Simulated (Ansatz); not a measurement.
Here is an Ansatz input file for CH5BFOP, SMILES COB(F)P. Write the same calculation for the Python package.

```yaml
crystal:
  periodic: [false, false, false]
  atoms:
    - { symbol: C, position_ang: [-1.4481, 0.8563, -0.13] }
    - { symbol: O, position_ang: [-1.1199, -0.5067, -0.2568] }
    - { symbol: B, position_ang: [0.343, -0.6273, -0.3672] }
    - { symbol: F, position_ang: [0.9727, -0.6082, -1.6676] }
    - { symbol: P, position_ang: [1.4125, -0.9055, 1.2152] }
    - { symbol: H, position_ang: [-1.1374, 1.4397, -1.0279] }
    - { symbol: H, position_ang: [-1.0159, 1.2991, 0.7974] }
    - { symbol: H, position_ang: [-2.5511, 0.9441, -0.0496] }
    - { symbol: H, position_ang: [2.1618, -2.0053, 0.6327] }
    - { symbol: H, position_ang: [2.3825, 0.1137, 0.8538] }
basis:
  gaussian: { orbitals: def2-TZVP }
hamiltonian:
  xc: pbe0
  dispersion: d3bj
```

On the command line:
```console
$ ansatz run input.yaml --threads 1 --pin off --max-ram 4096MiB --backend cpu --events-out ev --progress --plain --runs-dir out
Engine: ansatz 0.2.0, aarch64-unknown-linux-gnu
Functional definition: PBE0
  parameter a = 0.25
  parameter kappa = 0.804
  parameter beta = 0.06672455060314922
  exchange = (1 - a)*pbe_x(kappa = kappa, mu = beta*pi^2/3) + a*exact_x
  correlation = pbe_c(beta = beta)
1158 factors; their error is unknown
mean field evaluation 1: about -15836.3371 eV, gradient 5.2e1 eV
mean field evaluation 2: about -15830.6739 eV, gradient 7.8e1 eV
mean field evaluation 4: about -15841.3202 eV, gradient 3.1e0 eV
mean field evaluation 8: about -15841.3550 eV, gradient 3.4e-1 eV
mean field evaluation 16: about -15841.3551 eV, gradient 3.9e-5 eV
mean field -15841.35511751 eV, -582.1590629125 hartree, gradient 3.9e-5 eV, S^2 0.000000; 0 other end points of the search recorded, 0 dependent functions left out
reference -15841.35514987 eV, -582.1590641015 hartree; 24, 24 occupied and 167, 167 virtual orbitals, 1158 factors
Total energy: -15841.51555091 eV, -582.1649587309 hartree
```

`energy_ch5bfop.py`
```python
'''Electronic structure of the CH5BFOP molecule.'''

import sys

import ansatz as az

BASIS = 'def2-TZVP'
XC = 'pbe0'
DISPERSION = 'd3bj'

GEOMETRY = '''
C    -1.44810    0.85630   -0.13000
O    -1.11990   -0.50670   -0.25680
B     0.34300   -0.62730   -0.36720
F     0.97270   -0.60820   -1.66760
P     1.41250   -0.90550    1.21520
H    -1.13740    1.43970   -1.02790
H    -1.01590    1.29910    0.79740
H    -2.55110    0.94410   -0.04960
H     2.16180   -2.00530    0.63270
H     2.38250    0.11370    0.85380
'''


def main() -> None:
    mol = az.Crystal.molecule()
    for line in GEOMETRY.strip().splitlines():
        symbol, *xyz = line.split()
        mol = mol.atom(symbol, [float(v) for v in xyz])

    calc = (
        mol.calculation()
        .basis(gaussian=BASIS)
        .functional(XC, dispersion=DISPERSION)
    )
    try:
        rep = calc.run(threads=1, backend='cpu').report
    except az.AnsatzError as error:
        sys.exit(f'{type(error).__name__}: {error}')

    for key in ('converged', 'free_energy_ev', 'reference_energy_ev', 'n_frozen', 'n_occupied', 'n_virtual'):
        print(f'{key:22s} {rep[key]}')

    field = rep['mean_field']
    print('<S^2> =', round(abs(field['state']['spin_squared']), 4), ' relativity:', field['relativity'])
    print('passes:', field['passes'])
    if 'symmetry' in field:
        print('occupied orbitals by irrep:', field['symmetry']['occupied'])


if __name__ == '__main__':
    main()
```

```console
$ python energy_ch5bfop.py
converged              True
free_energy_ev         -15841.5155509074
reference_energy_ev    -15841.355149869736
n_frozen               0
n_occupied             [24, 24]
n_virtual              [167, 167]
<S^2> = 0.0  relativity: none
passes: {'evaluations': 15, 'products': 12}
occupied orbitals by irrep: [{'A': 24}, {'A': 24}]
```

Total energies depend on the basis set; only differences at equal settings carry meaning. The geometry is a force-field or estimated start, not a minimum of this method, and the basis set is short of its limit. Total less reference energy is the dispersion correction. The whole script took 5.7 s on 1 thread of Arm Neoverse V1, with other jobs on the host, peak memory 0.37 GiB.

(Lines on the test bed's own set-up are left out of the output.)
